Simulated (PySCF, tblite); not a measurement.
# C₆H₃ClN₂S: geometry, infrared bands and NMR shifts

Wanted: the infrared bands and NMR shifts of C₆H₃ClN₂S (`Clc1cccc2snnc12`), by calculation.

Programs: tblite 0.8.0 and PySCF 2.14.0, with density-fitted response routines of our own. Each step states its level of theory. These are calculated values for one molecule in the gas phase, unless marked as measured. Atoms count from 0, in the outputs and in this text.

### Step 1. The molecule as given

13 atoms, charge 0, multiplicity 1; geometry from: force field or distance geometry start.

Bonds of the start (Å): Cl0–C1 1.73, C1–C2 1.36, C2–C3 1.37, C3–C4 1.40, C4–C5 1.37, C5–S6 1.84, S6–N7 1.80, N7–N8 1.26, N8–C9 1.31, C9–C1 1.42, C9–C5 1.36, C2–H10 1.11, C3–H11 1.08, C4–H12 1.08.

### Step 2. Geometry optimisation with GFN2-xTB

Job settings and geometry (Å):

```
{"job": {"kind": "relax", "xc": "GFN2-xTB", "basis": "xTB"}, "charge": 0, "multiplicity": 1}
Cl    -0.109000     3.048000     0.095600
C     -0.220200     1.320900     0.025900
C     -1.432100     0.714100    -0.018000
C     -1.661400    -0.631800    -0.081700
C     -0.512100    -1.435600    -0.057600
C      0.716000    -0.829600    -0.010200
S      2.428000    -1.498900     0.017700
N      3.189900     0.134000     0.103000
N      2.190500     0.908300     0.095800
C      0.944100     0.512000     0.048400
H     -2.313300     1.388400    -0.026800
H     -2.620500    -1.116800    -0.116200
H     -0.604200    -2.512600    -0.093600
```

On the command line:

```
$ OMP_NUM_THREADS=1 python probes_run.py task.json out
```

One launch serves the whole session: the jobs run in the order shown.

**Question.** This job is followed by: GFN2-xTB harmonic vibrations, gas phase; GIAO PBE0/pcSseg-1 NMR shielding, non-relativistic, gas phase. Predict these results of the whole session: strongest single infrared mode (GFN2-xTB); zero-point energy (GFN2-xTB); 13C shifts against TMS (PBE0/pcSseg-1); 1H shifts against TMS (PBE0/pcSseg-1); 35Cl shifts against HCl (PBE0/pcSseg-1); 33S shifts against CS2 (PBE0/pcSseg-1); 15N shifts against NH3 (PBE0/pcSseg-1); surface potential, 1st and 99th percentile.

The runs gave:

```
                                 quantity                                         value
strongest single infrared mode (GFN2-xTB)                         1460 cm⁻¹, 156 km/mol
             zero-point energy (GFN2-xTB)                                 49.0 kcal/mol
   13C shifts against TMS (PBE0/pcSseg-1)  155.9, 154.9, 144.1, 133.3, 132.7, 122.8 ppm
    1H shifts against TMS (PBE0/pcSseg-1)                          8.24, 7.92, 7.83 ppm
  35Cl shifts against HCl (PBE0/pcSseg-1)                                       231 ppm
   33S shifts against CS2 (PBE0/pcSseg-1)                                       514 ppm
   15N shifts against NH3 (PBE0/pcSseg-1)                              477.5, 470.3 ppm
    surface potential, 1st and 99th percentile                            -1.56 V and 1.46 V
```

What this shows: Relaxing lowered the energy by 0.838 eV in 17 steps; the close pair that moved most is S6–N7, from 1.804 to 1.677 Å. No mode is imaginary among the 33: a minimum at this level. The strongest single mode, at 1460 cm⁻¹, is carried by N7, N8, C3, C9. GFN2-xTB is a fitted tight-binding method: band positions and strengths are rough. Its intensities can rank the bands wrongly. NICS(1)zz of -28 ppm above the planar ring from C1 marks a diatropic (aromatic) ring current. NICS(1)zz of -29 ppm above the planar ring from C5 marks a diatropic (aromatic) ring current. By nearest atom (PBE0/pcSseg-1), the HOMO sits on C1, C4 about 17 % each; S6 19 % and the LUMO on N7 26 %; N8 14 %.
